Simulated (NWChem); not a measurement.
**the pair CHClFN···BOF: a chain of runs**

We compute a single-point energy (singlet CHBClF2NO, r2SCAN/3-21G), then a single-point energy (singlet CHClFN, r2SCAN/3-21G), then a single-point energy (singlet BOF, r2SCAN/3-21G), then a single-point energy (singlet CHClFN, r2SCAN/3-21G), then the energy (singlet BOF, r2SCAN/3-21G) of CHBClF2NO and its partners. 

The calculation is run with NWChem 7.3.0.

## 1. The structure to begin with

The species is CHBClF2NO (8 atoms), meant as a singlet with charge 0. The two molecules were placed rigidly side by side, at 1.1 times their contact distance; the pair isn't optimised.

Bond lengths: N1–C2 1.237 Å, C2–F3 1.314 Å, C2–Cl4 1.729 Å, O6–B7 1.206 Å, B7–F8 1.282 Å, N1–H5 1.013 Å. Angles: N1–C2–F3 121.4°, N1–C2–Cl4 128.7°, F3–C2–Cl4 110.0°, O6–B7–F8 180.0°, C2–N1–H5 112.7°.

## 2. The energy at r2SCAN/3-21G (run 1)

nw.nw reads:

```
start nw
memory stack 880 mb heap 220 mb global 1100 mb
charge 0

geometry units angstroms noautosym nocenter noautoz
N      0.311140     0.955220     0.282700
C      0.127940    -0.259880     0.136800
F      0.800340    -1.142680     0.840400
Cl    -0.963460    -1.066980    -0.934900
H     -0.275960     1.514320    -0.325000
O      3.836660     3.157310     0.741760
B      3.371110     2.755800     1.779200
F      2.876070     2.328970     2.882210
end

basis spherical bse
* library 3-21G
end

dft
xc r2scan
mult 1
grid fine
convergence energy 1e-08
maxiter 100
mulliken
noprint "final vectors analysis"
end

task dft energy
```

Launch:

```bash
$ nwchem nw.nw > nw.out
```

What it wrote:

```text
[...]
          Wavefunction type:  closed shell.
          No. of atoms     :     8
          No. of electrons :    62
[...]
          Charge           :     0
          Spin multiplicity:     1
[...]
          AO basis - number of functions:    69
[...]
              XC Information
              --------------
                      r^2SCAN Method XC Functional
               r^2SCAN metaGGA Exchange Functional  1.000
                     r^2SCAN Correlation Potential  1.000
[...]
 d= 0,ls=0.0,diis     1   -848.5315303134 -1.14D+03  4.16D-02  2.40D+00     1.2
[...]
 d= 0,ls=0.0,diis    12   -848.8426113489 -3.30D-09  6.50D-07  3.74D-09    10.2
         Total DFT energy =     -848.842611348886
      One electron energy =    -1753.556799266048
           Coulomb energy =      685.717381255836
    Exchange-Corr. energy =      -74.114940280856
 Nuclear repulsion energy =      293.111746942181
[...]
      Total Density - Mulliken Population Analysis
     ---------------------------------------------
    Atom       Charge   Shell Charges
 -----------   ------   -------------------------------------------------------
    1 N    7     7.58   1.99  0.40  1.81  1.43  1.94
    2 C    6     5.67   1.98  0.43  1.59  0.63  1.04
    3 F    9     9.23   1.98  0.46  2.47  1.56  2.76
    4 Cl  17    16.83   2.00  1.96  5.90  1.17  3.09  0.78  1.94
    5 H    1     0.67   0.45  0.22
    6 O    8     8.39   1.99  0.45  2.09  1.45  2.41
    7 B    5     4.38   1.99  0.40  1.32  0.14  0.54
    8 F    9     9.24   1.98  0.46  2.48  1.51  2.80
[...]
```

Wall time 11 s (1 thread of Intel Xeon Platinum 8259CL at 2.50GHz (Skylake/Cascade Lake), shared host); peak memory 0.12 GiB.

## 3. CHClFN: the energy at r2SCAN/3-21G (run 2)

chclfn.nw reads:

```
START chclfn
TITLE "CHClFN"
memory total 2200 mb

GEOMETRY units atomic noautosym nocenter noautoz
 N      0.58796939     1.80510419     0.53422558
 C      0.24177156    -0.49110203     0.25851453
 F      1.51242341    -2.15935225     1.58812584
 Cl    -1.82067553    -2.01629998    -1.76670495
 H     -0.52148882     2.86165007    -0.61416099
END

BASIS "ao basis" spherical bse
 * library 3-21G
END

DFT
 xc r2scan
 grid fine
 convergence energy 1e-08
 iterations 100
 mulliken
 print low
END

TASK dft
```

Launch:

```bash
$ nwchem chclfn.nw > chclfn.out
```

What it wrote:

```text
[...]
 d= 0,ls=0.0,diis     1   -649.8676316529 -8.02D+02  5.67D-02  1.33D+00     0.6
[...]
 d= 0,ls=0.0,diis    11   -650.0354443724 -1.22D-09  3.89D-07  4.73D-10     4.7
         Total DFT energy =     -650.035444372415
      One electron energy =    -1197.815037501485
           Coulomb energy =      447.041954745646
    Exchange-Corr. energy =      -51.143512573371
 Nuclear repulsion energy =      151.881150956795
[...]
      Total Density - Mulliken Population Analysis
     ---------------------------------------------
    Atom       Charge   Shell Charges
 -----------   ------   -------------------------------------------------------
    1 N    7     7.57   1.99  0.40  1.81  1.44  1.93
    2 C    6     5.68   1.98  0.43  1.59  0.63  1.05
    3 F    9     9.23   1.98  0.46  2.47  1.56  2.76
    4 Cl  17    16.84   2.00  1.96  5.90  1.17  3.09  0.79  1.95
    5 H    1     0.68   0.46  0.22
[...]
```

Run time: 5.4 s. Hardware: 1 thread of Intel Xeon Platinum 8259CL at 2.50GHz (Skylake/Cascade Lake), shared host; peak memory 0.11 GiB.

## 4. BOF: the energy at r2SCAN/3-21G (run 3)

work.nw reads:

```
start work
memory 2200 mb

geometry units angstroms noautosym nocenter noautoz
  O     3.836660    3.157310    0.741760
  B     3.371110    2.755800    1.779200
  F     2.876070    2.328970    2.882210
end

basis spherical bse
  * library 3-21G
end

dft
  xc r2scan
  grid fine
  convergence energy 1e-08
  maxiter 100
  mulliken
  print low
end

task dft energy
```

Launch:

```bash
$ nwchem work.nw > work.out
```

What it wrote:

```text
[...]
 d= 0,ls=0.0,diis     1   -198.6567618909 -2.50D+02  6.60D-02  1.09D+00     0.2
[...]
 d= 0,ls=0.0,diis    10   -198.8038660094 -4.53D-10  6.46D-07  1.12D-09     1.3
         Total DFT energy =     -198.803866009432
      One electron energy =     -376.131235163785
           Coulomb energy =      148.860740262961
    Exchange-Corr. energy =      -22.972447598121
 Nuclear repulsion energy =       51.439076489513
[...]
      Total Density - Mulliken Population Analysis
     ---------------------------------------------
    Atom       Charge   Shell Charges
 -----------   ------   -------------------------------------------------------
    1 O    8     8.38   1.99  0.45  2.09  1.45  2.41
    2 B    5     4.38   1.99  0.40  1.32  0.14  0.54
    3 F    9     9.24   1.98  0.46  2.48  1.51  2.80
[...]
```

Wall time 1.9 s (1 thread of Intel Xeon Platinum 8259CL at 2.50GHz (Skylake/Cascade Lake), shared host); peak memory 0.11 GiB.

## 5. CHClFN among ghost functions: the energy at r2SCAN/3-21G (with ghost functions) (run 4)

work.nw reads:

```
START work
TITLE "CHClFN r2SCAN"
memory total 2200 mb
charge 0

GEOMETRY noautosym nocenter noautoz
  N     0.311140    0.955220    0.282700
  C     0.127940   -0.259880    0.136800
  F     0.800340   -1.142680    0.840400
  Cl   -0.963460   -1.066980   -0.934900
  H    -0.275960    1.514320   -0.325000
  bqO      3.836660     3.157310     0.741760
  bqB      3.371110     2.755800     1.779200
  bqF      2.876070     2.328970     2.882210
END

BASIS spherical bse
  N library 3-21G
  C library 3-21G
  F library 3-21G
  Cl library 3-21G
  H library 3-21G
  bqO library O 3-21G
  bqB library B 3-21G
  bqF library F 3-21G
END

DFT
  xc r2scan
  grid fine
  convergence energy 1e-08
  maxiter 100
  mulliken
  print low
END

TASK dft energy
```

Launch:

```bash
$ nwchem work.nw > work.out
```

What it wrote:

```text
[...]
 d= 0,ls=0.0,diis     1   -649.8687203314 -8.02D+02  3.43D-02  1.33D+00     1.1
[...]
 d= 0,ls=0.0,diis    11   -650.0365069971 -8.26D-10  2.49D-07  5.96D-10     9.1
         Total DFT energy =     -650.036506997142
      One electron energy =    -1197.784940331696
           Coulomb energy =      447.008168820491
    Exchange-Corr. energy =      -51.140897440858
 Nuclear repulsion energy =      151.881161954921
[...]
      Total Density - Mulliken Population Analysis
     ---------------------------------------------
    Atom       Charge   Shell Charges
 -----------   ------   -------------------------------------------------------
    1 N    7     7.57   1.99  0.40  1.81  1.44  1.93
    2 C    6     5.68   1.98  0.43  1.59  0.63  1.05
    3 F    9     9.23   1.98  0.46  2.47  1.56  2.76
    4 Cl  17    16.84   2.00  1.96  5.90  1.17  3.09  0.79  1.94
    5 H    1     0.68   0.46  0.22
    6 X    0    -0.00   0.00  0.00  0.00 -0.00 -0.00
    7 X    0     0.01  -0.00 -0.00 -0.00  0.00  0.00
    8 X    0    -0.00   0.00  0.00  0.00 -0.00 -0.00
[...]
```

It took 9.9 s on 1 thread of Intel Xeon Platinum 8259CL at 2.50GHz (Skylake/Cascade Lake), shared host; peak memory 0.12 GiB.

## 6. BOF among ghost functions: the energy at r2SCAN/3-21G (with ghost functions) (run 5)

a.nw reads:

```
start a
memory 2200 mb
geometry units au noautosym nocenter noautoz
  O    7.25023663   5.96645119   1.40172325
  B    6.37047464   5.20770725   3.36220072
  F    5.43498462   4.40111545   5.44658753
  bqN      0.587969     1.805104     0.534226
  bqC      0.241772    -0.491102     0.258515
  bqF      1.512423    -2.159352     1.588126
  bqCl    -1.820676    -2.016300    -1.766705
  bqH     -0.521489     2.861650    -0.614161
end
basis spherical bse
  O library 3-21G
  B library 3-21G
  F library 3-21G
  bqN library N 3-21G
  bqC library C 3-21G
  bqF library F 3-21G
  bqCl library Cl 3-21G
  bqH library H 3-21G
end
dft
  xc r2scan
  grid fine
  convergence energy 1e-08
  iterations 100
  mulliken
  print low
end
task dft energy
```

Launch:

```bash
$ nwchem a.nw > a.out
```

What it wrote:

```text
[...]
 d= 0,ls=0.0,diis     1   -198.6567908256 -2.50D+02  2.58D-02  1.09D+00     0.9
[...]
 d= 0,ls=0.0,diis    10   -198.8038932396 -4.52D-10  2.52D-07  1.12D-09     7.0
         Total DFT energy =     -198.803893239577
      One electron energy =     -376.130894029281
           Coulomb energy =      148.860325891708
    Exchange-Corr. energy =      -22.972397947802
 Nuclear repulsion energy =       51.439072845797
[...]
      Total Density - Mulliken Population Analysis
     ---------------------------------------------
    Atom       Charge   Shell Charges
 -----------   ------   -------------------------------------------------------
    1 O    8     8.38   1.99  0.45  2.09  1.45  2.41
    2 B    5     4.38   1.99  0.40  1.32  0.14  0.54
    3 F    9     9.24   1.98  0.46  2.48  1.51  2.80
    4 X    0    -0.00  -0.00 -0.00  0.00  0.00 -0.00
    5 X    0     0.00  -0.00 -0.00 -0.00  0.00  0.00
    6 X    0    -0.00   0.00  0.00 -0.00 -0.00 -0.00
    7 X    0     0.00  -0.00 -0.00 -0.00 -0.00  0.00  0.00  0.00
    8 X    0     0.00  -0.00  0.00
[...]
```

Run time: 7.8 s. Hardware: 1 thread of Intel Xeon Platinum 8259CL at 2.50GHz (Skylake/Cascade Lake), shared host; peak memory 0.12 GiB.

## 7. Summary of results

| quantity | value |
| --- | --- |
| run 1, r2SCAN/3-21G: total energy | -848.84261 Eh |
| run 1, r2SCAN/3-21G: dipole moment | 1.91 D |
| CHClFN: total energy | -650.03544 Eh |
| BOF: total energy | -198.80387 Eh |
| CHClFN among ghost functions: total energy | -650.03651 Eh |
| BOF among ghost functions: total energy | -198.80389 Eh |
| interaction energy of the rigid parts CHClFN and BOF (parts in their own basis; closest atoms 3.85 Å apart) | -0.090 eV |
| interaction energy of the rigid parts CHClFN and BOF (parts in the whole basis, counterpoise; closest atoms 3.85 Å apart) | -0.060 eV |

What this shows: The interaction energy of the rigid parts CHClFN and BOF (parts in their own basis; closest atoms 3.85 Å apart) is −0.09 eV (−8.7 kJ/mol): the parts attract. Without counterpoise this holds the superposition error of the basis. The interaction energy of the rigid parts CHClFN and BOF (parts in the whole basis, counterpoise; closest atoms 3.85 Å apart) is −0.06 eV (−1.4 kcal/mol): the parts attract. The basis-set superposition error is 2.9 kJ/mol. Mulliken charges (CHClFN) run from -0.57 on N1 to +0.32 on C2; they depend strongly on the basis. Mulliken charges (BOF) run from -0.38 on O1 to +0.62 on B2; they depend strongly on the basis.
